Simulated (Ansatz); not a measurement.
# C4H3F3: basis-set convergence

How large a basis does C4H3F3 need? Two functionals are run in growing sets.

Computed with Ansatz 0.2.0, Gaussian basis. Level: one geometry, several basis sets.

The runs, in order: PBE0-D4/def2-SVP; ωB97M-V/def2-SVP; PBE0-D4/def2-QZVPP; ωB97M-V/def2-QZVPP; the functionals' def2-TZVPP values are taken from earlier runs.

## (1) The geometry

The geometry comes from an earlier relaxation with PBE0-D4 in a triple-zeta def2 set; it is a stationary point, not always the lowest conformer.

10 atoms, charge 0, spin multiplicity 1.

Atoms are counted from 1 here; the program's logs count them from 0.

Bond lengths: C1–C2 1.323 Å, C1–H8 1.081 Å, C1–H9 1.080 Å, C2–F3 1.341 Å, C2–C4 1.451 Å, C4–F5 1.331 Å, C4–C6 1.330 Å, C6–F7 1.325 Å, C6–H10 1.080 Å. Angles: C2–C1–H8 120.5°, C2–C1–H9 119.7°, H8–C1–H9 119.7°, C1–C2–F3 121.1°, C1–C2–C4 126.3°, F3–C2–C4 112.6°, C2–C4–F5 115.0°, C2–C4–C6 124.3°, F5–C4–C6 120.7°, C4–C6–F7 121.4°, C4–C6–H10 123.2°, F7–C6–H10 115.4°.

## (2) PBE0-D4 in def2-SVP

in.yaml

```yaml
crystal:
  periodic: [false, false, false]
  atoms:
    - {symbol: C, position_ang: [0.886357, -0.382499, -1.613640]}
    - {symbol: C, position_ang: [0.028617, -0.439855, -0.607685]}
    - {symbol: F, position_ang: [-0.954525, -1.350960, -0.587038]}
    - {symbol: C, position_ang: [0.016894, 0.420785, 0.559956]}
    - {symbol: F, position_ang: [0.975105, 1.344845, 0.587958]}
    - {symbol: C, position_ang: [-0.865862, 0.328167, 1.550305]}
    - {symbol: F, position_ang: [-0.823694, 1.146057, 2.592428]}
    - {symbol: H, position_ang: [0.809158, -1.073209, -2.441470]}
    - {symbol: H, position_ang: [1.669678, 0.360410, -1.607397]}
    - {symbol: H, position_ang: [-1.658730, -0.404941, 1.569483]}
basis:
  gaussian: {orbitals: def2-SVP}
hamiltonian: {xc: pbe0, dispersion: d4}
output: {orbitals: {seedname: orbitals}}
```

Started as:

```sh
> ansatz run in.yaml --threads 4 --pin off --events-out ev --progress --plain --max-ram 10444MiB
```

After this run come: ωB97M-V in def2-SVP; PBE0-D4 in def2-QZVPP; ωB97M-V in def2-QZVPP.

**Question.** What will the summary of the whole plan be? Wanted: PBE0-D4: double and triple zeta above quadruple; ωB97M-V: double and triple zeta above quadruple.

**Answer**, as computed:

```
                                       quantity           value
PBE0-D4: double and triple zeta above quadruple  15.22, 0.64 eV
ωB97M-V: double and triple zeta above quadruple  15.57, 0.60 eV
```

What this shows: For PBE0-D4 the step from double to triple zeta gains 14.58 eV and the next only 0.64 eV. Total energies overstate the basis error of differences, where much of it tends to cancel.
